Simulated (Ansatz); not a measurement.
# ClH6NO3Si2: one species, many methods

An exercise on one series of results from a longer session: the logs are not shown, and one member is left open.

Computed with Ansatz 0.2.0, Gaussian basis. Level: functionals in def2-TZVPP, the program's frozen cores in correlated methods.

Levels to be run: PBE-D4, r2SCAN-D4, PBE0-D4, B3LYP-D4, ωB97X-V, ωB97M-V, B2PLYP; CCSD(T)/def2-TZVPP; MP2/def2-QZVPP; extrapolation to the limit.

### The geometry

The geometry comes from an earlier relaxation with PBE0-D4 in a triple-zeta def2 set; it is a stationary point, not always the lowest conformer.

SMILES `O[SiH](O)N[SiH](O)Cl`, 13 atoms, charge 0, spin multiplicity 1.

Atoms are counted from 1 here; the program's logs count them from 0.

Bond lengths: O1–Si2 1.639 Å, O1–H8 0.958 Å, Si2–O3 1.648 Å, Si2–N4 1.710 Å, Si2–H9 1.481 Å, O3–H10 0.960 Å, N4–Si5 1.721 Å, N4–H11 1.011 Å, Si5–O6 1.622 Å, Si5–Cl7 2.060 Å, Si5–H12 1.473 Å, O6–H13 0.967 Å. Angles: Si2–O1–H8 118.9°, O1–Si2–O3 103.4°, O1–Si2–N4 115.8°, O1–Si2–H9 110.4°, O3–Si2–N4 107.2°, O3–Si2–H9 112.8°, N4–Si2–H9 107.3°, Si2–O3–H10 115.6°, Si2–N4–Si5 128.4°, Si2–N4–H11 114.8°, Si5–N4–H11 115.6°, N4–Si5–O6 108.9°, N4–Si5–Cl7 106.8°, N4–Si5–H12 114.9°, O6–Si5–Cl7 113.1°, O6–Si5–H12 107.9°, Cl7–Si5–H12 105.3°, Si5–O6–H13 114.8°.

The first run:

Contents of in.yaml:

```yaml
crystal:
  periodic: [false, false, false]
  atoms:
    - {symbol: O, position_ang: [-1.000215, 0.932313, 1.892079]}
    - {symbol: Si, position_ang: [-0.202591, 1.196908, 0.485197]}
    - {symbol: O, position_ang: [1.375079, 0.939729, 0.885492]}
    - {symbol: N, position_ang: [-0.579460, 0.130590, -0.796903]}
    - {symbol: Si, position_ang: [-0.041058, -1.486879, -1.034139]}
    - {symbol: O, position_ang: [1.157226, -1.800673, 0.013659]}
    - {symbol: Cl, position_ang: [0.544722, -1.638423, -3.003243]}
    - {symbol: H, position_ang: [-1.956039, 0.991204, 1.899790]}
    - {symbol: H, position_ang: [-0.455369, 2.573330, 0.000410]}
    - {symbol: H, position_ang: [1.609475, 1.136795, 1.795086]}
    - {symbol: H, position_ang: [-1.019699, 0.566119, -1.595601]}
    - {symbol: H, position_ang: [-1.078000, -2.517877, -0.857384]}
    - {symbol: H, position_ang: [1.645918, -1.023147, 0.315558]}
basis:
  gaussian: {orbitals: def2-TZVPP}
hamiltonian: {xc: pbe, dispersion: d4}
output: {forces: true, orbitals: {seedname: orbitals}}
```

Launch:

```
$ ansatz run in.yaml --threads 2 --pin off --events-out ev --progress --plain --max-ram 22528MiB --backend cuda --devices 0, --max-vram 18GiB
```

Steps of the session up to this table: PBE-D4 (GGA); r2SCAN-D4 (meta-GGA); PBE0-D4 (hybrid); B3LYP-D4 (hybrid); ωB97X-V (range-separated); ωB97M-V (range-separated); B2PLYP (double hybrid); CCSD(T) in def2-TZVPP; MP2 in def2-QZVPP.

One of the session's tables, all rows but one given; the rest of the session is left out.

| method | atomisation energy (kJ/mol) |
| --- | --- |
| PBE-D4 | 5045.2 |
| r2SCAN-D4 | 4999.1 |
| PBE0-D4 | 4940.5 |
| B3LYP-D4 | ? |
| ωB97X-V | 5019.8 |
| ωB97M-V | 5026.9 |
| B2PLYP | 4931.6 |
| HF/def2-TZVPP | 3517.6 |
| MP2/def2-TZVPP | 4996.1 |
| CCSD/def2-TZVPP | 4774.8 |
| CCSD(T)/def2-TZVPP | 4856.1 |
| MP2/CBS | 5171.1 |
| CCSD(T)/CBS | 5031.1 |

Q: Estimate the row for B3LYP-D4 from the others.

**Answer.** atomisation energy (kJ/mol): 4971.5. In the column «atomisation energy (kJ/mol)» it lies between PBE0-D4 (4940.5) and MP2/def2-TZVPP (4996.1).

To keep in mind: Free atoms (3 O, 2 Si, 1 N, 1 Cl, 6 H) were run apart at each level; the atomisation energy is their sum less the molecule, without zero-point or spin-orbit terms.
